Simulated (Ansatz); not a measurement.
# CH3Cl2NOW: basis-set convergence

An exercise on one series of results from a longer session: the logs are not shown, and one member is left open.

Method: one geometry, several basis sets; program: Ansatz 0.2.0, Gaussian basis.

Levels to be run: PBE0-D4/def2-SVP; ωB97M-V/def2-SVP; PBE0-D4/def2-QZVPP; ωB97M-V/def2-QZVPP; the functionals' def2-TZVPP values are taken from earlier runs.

### The geometry

All runs share one geometry, relaxed beforehand with PBE0-D4 in a triple-zeta def2 set. W takes the def2 core potential; no spin-orbit term is included.

SMILES `C[N]=[W](=[O])([Cl])[Cl]`, 9 atoms, charge 0, spin multiplicity 1.

Atoms are counted from 1 here; the program's logs count them from 0.

Bond lengths: C1–N2 1.417 Å, C1–H7 1.095 Å, C1–H8 1.094 Å, C1–H9 1.094 Å, N2–W3 1.735 Å, W3–O4 1.697 Å, W3–Cl5 2.274 Å, W3–Cl6 2.274 Å. Angles: N2–C1–H7 111.5°, N2–C1–H8 109.8°, N2–C1–H9 109.8°, H7–C1–H8 108.9°, H7–C1–H9 108.9°, H8–C1–H9 107.9°, C1–N2–W3 154.7°, N2–W3–O4 107.0°, N2–W3–Cl5 107.4°, N2–W3–Cl6 107.4°, O4–W3–Cl5 109.6°, O4–W3–Cl6 109.5°, Cl5–W3–Cl6 115.6°.

Set-up of the first run:

in.yaml

```yaml
crystal:
  periodic: [false, false, false]
  atoms:
    - {symbol: C, position_ang: [0.840108, -1.367553, -0.063378]}
    - {symbol: N, position_ang: [0.400958, -0.023709, 0.026027]}
    - {symbol: W, position_ang: [-0.789014, 1.239131, 0.055296]}
    - {symbol: O, position_ang: [-2.304997, 0.496187, -0.115781]}
    - {symbol: Cl, position_ang: [-0.393091, 2.585703, -1.733256]}
    - {symbol: Cl, position_ang: [-0.660673, 2.245539, 2.089895]}
    - {symbol: H, position_ang: [-0.002034, -2.057297, -0.184400]}
    - {symbol: H, position_ang: [1.392427, -1.637657, 0.841940]}
    - {symbol: H, position_ang: [1.516328, -1.480336, -0.916342]}
basis:
  gaussian: {orbitals: def2-SVP}
hamiltonian: {xc: pbe0, dispersion: d4}
output: {orbitals: {seedname: orbitals}}
```

The run is started by

```console
$ ansatz run in.yaml --threads 4 --pin off --events-out ev --progress --plain --max-ram 11315MiB
```

Among the steps run: PBE0-D4 in def2-SVP; ωB97M-V in def2-SVP; PBE0-D4 in def2-QZVPP; ωB97M-V in def2-QZVPP.

One of the session's tables, all rows but one given; the rest of the session is left out.

It belongs to the step «Functionals by basis». 

```
functional       basis  HOMO (eV)  LUMO (eV)
   PBE0-D4    def2-SVP      -8.13      -2.39
   PBE0-D4  def2-TZVPP      -8.11      -2.51
   PBE0-D4  def2-QZVPP          ?          ?
   ωB97M-V    def2-SVP     -10.34      -0.36
   ωB97M-V  def2-TZVPP     -10.33      -0.51
   ωB97M-V  def2-QZVPP     -10.35      -0.55
```

Estimate the missing values for PBE0-D4, def2-QZVPP.

As computed: HOMO (eV): -8.12; LUMO (eV): -2.54. In the column «HOMO (eV)» it lies between PBE0-D4, def2-SVP (-8.13) and PBE0-D4, def2-TZVPP (-8.11).
